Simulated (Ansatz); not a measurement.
# C2H5NOZn: vertical ionisation energy

One table from this session's results is given with a row withheld; the runs are named, their logs left out.

Computed with Ansatz 0.2.0, Gaussian basis. Level: unrestricted cation, the program's frozen cores in correlated methods.

Plan: UKS PBE-D4/def2-TZVPP; UKS r2SCAN-D4/def2-TZVPP; UKS PBE0-D4/def2-TZVPP; UKS B3LYP-D4/def2-TZVPP; UKS wB97X-V/def2-TZVPP; UKS wB97M-V/def2-TZVPP; UKS B2PLYP (frozen core with 3s3p of Cu, Zn)/def2-TZVPP; UHF-CCSD(T) with 3s3p of Cu, Zn/def2-TZVPP; UHF-MP2 with 3s3p of Cu, Zn/def2-QZVPP; extrapolation to the limit; then −ε(HOMO) from the neutral's earlier runs with LDA (SPW92), PBE-D4, revPBE-D4, BLYP-D4, r2SCAN-D4, B97M-V, PBE0-D4, B3LYP-D4, r2SCANh-D4, r2SCAN0-D4, HSE06-D4, BHLYP-D4, CAM-B3LYP-D4, LC-ωPBE, ωB97X-V, ωB97M-V.

### The geometry

The geometry comes from an earlier relaxation with PBE0-D4 in a triple-zeta def2 set; it is a stationary point, not always the lowest conformer.

SMILES `C1N[CH2][Zn][O]1`, 10 atoms, charge 0, spin multiplicity 1.

Atoms are counted from 1 here; the program's logs count them from 0.

Bond lengths: C1–N2 1.486 Å, C1–O5 1.391 Å, C1–H6 1.109 Å, C1–H7 1.098 Å, N2–C3 1.453 Å, N2–H8 1.014 Å, C3–Zn4 1.982 Å, C3–H9 1.087 Å, C3–H10 1.099 Å, Zn4–O5 1.853 Å. Angles: N2–C1–O5 112.7°, N2–C1–H6 110.5°, N2–C1–H7 105.4°, O5–C1–H6 109.9°, O5–C1–H7 109.9°, H6–C1–H7 108.1°, C1–N2–C3 116.3°, C1–N2–H8 109.7°, C3–N2–H8 112.5°, N2–C3–Zn4 87.9°, N2–C3–H9 111.9°, N2–C3–H10 116.6°, Zn4–C3–H9 115.5°, Zn4–C3–H10 111.9°, H9–C3–H10 111.3°, C3–Zn4–O5 100.7°, C1–O5–Zn4 98.6°.

Coordinates:

| atom | x (Å) | y (Å) | z (Å) |
| --- | --- | --- | --- |
| C1 | -1.06487 | 0.23868 | -0.44041 |
| N2 | -0.08221 | -0.72179 | 0.12437 |
| C3 | 1.19731 | -0.16735 | 0.53403 |
| Zn4 | 1.22484 | 0.83918 | -1.17345 |
| O5 | -0.58518 | 0.89845 | -1.56660 |
| H6 | -1.37239 | 0.97735 | 0.32743 |
| H7 | -1.94304 | -0.36420 | -0.70530 |
| H8 | -0.52075 | -1.26646 | 0.85800 |
| H9 | 1.95842 | -0.93661 | 0.63693 |
| H10 | 1.18788 | 0.50273 | 1.40500 |

Set-up of the first run:

in.yaml

```yaml
crystal:
  periodic: [false, false, false]
  atoms:
    - {symbol: C, position_ang: [-1.064874, 0.238680, -0.440410]}
    - {symbol: N, position_ang: [-0.082209, -0.721785, 0.124366]}
    - {symbol: C, position_ang: [1.197313, -0.167351, 0.534031]}
    - {symbol: Zn, position_ang: [1.224837, 0.839177, -1.173449]}
    - {symbol: O, position_ang: [-0.585185, 0.898450, -1.566603]}
    - {symbol: H, position_ang: [-1.372394, 0.977354, 0.327434]}
    - {symbol: H, position_ang: [-1.943037, -0.364202, -0.705299]}
    - {symbol: H, position_ang: [-0.520748, -1.266456, 0.857996]}
    - {symbol: H, position_ang: [1.958418, -0.936608, 0.636934]}
    - {symbol: H, position_ang: [1.187880, 0.502730, 1.405000]}
basis:
  gaussian: {orbitals: def2-TZVPP}
total_charge: 1
magnetization: {spin_polarized: true, initial_magnetization: 1}
hamiltonian: {xc: pbe, dispersion: d4}
```

Launch:

```
$ ansatz run in.yaml --threads 2 --pin off --events-out ev --progress --plain --max-ram 32768MiB --backend cpu
```

Steps of the session up to this table: Cation, UKS PBE-D4/def2-TZVPP; Cation, UKS r2SCAN-D4/def2-TZVPP; Cation, UKS PBE0-D4/def2-TZVPP; Cation, UKS B3LYP-D4/def2-TZVPP; Cation, UKS wB97X-V/def2-TZVPP; Cation, UKS wB97M-V/def2-TZVPP; Cation, UKS B2PLYP (frozen core with 3s3p of Cu, Zn)/def2-TZVPP; Cation, UHF-CCSD(T) with 3s3p of Cu, Zn/def2-TZVPP; Cation, UHF-MP2 with 3s3p of Cu, Zn/def2-QZVPP.

One of the session's tables, all rows but one given; the rest of the session is left out.

It belongs to the step «Ionisation energies side by side». Orbital estimates, from the neutral's runs:

| functional | −ε(HOMO) (eV) |
| --- | --- |
| LDA (SPW92) | ? |
| PBE-D4 | 4.90 |
| revPBE-D4 | 4.84 |
| BLYP-D4 | 4.85 |
| r2SCAN-D4 | 5.11 |
| B97M-V | 5.24 |
| PBE0-D4 | 6.15 |
| B3LYP-D4 | 6.01 |
| r2SCANh-D4 | 5.59 |
| r2SCAN0-D4 | 6.31 |
| HSE06-D4 | 5.75 |
| BHLYP-D4 | 7.39 |
| CAM-B3LYP-D4 | 7.56 |
| LC-ωPBE | 8.81 |
| ωB97X-V | 8.50 |
| ωB97M-V | 8.45 |

Q: Estimate the row for LDA (SPW92) from the others.

**Answer.** −ε(HOMO) (eV): 5.05. In the column «−ε(HOMO) (eV)» it lies between PBE-D4 (4.90) and r2SCAN-D4 (5.11).

Caveats from the session: The cation may have settled in a state other than its lowest; no search over hole states beyond the program's own was made.
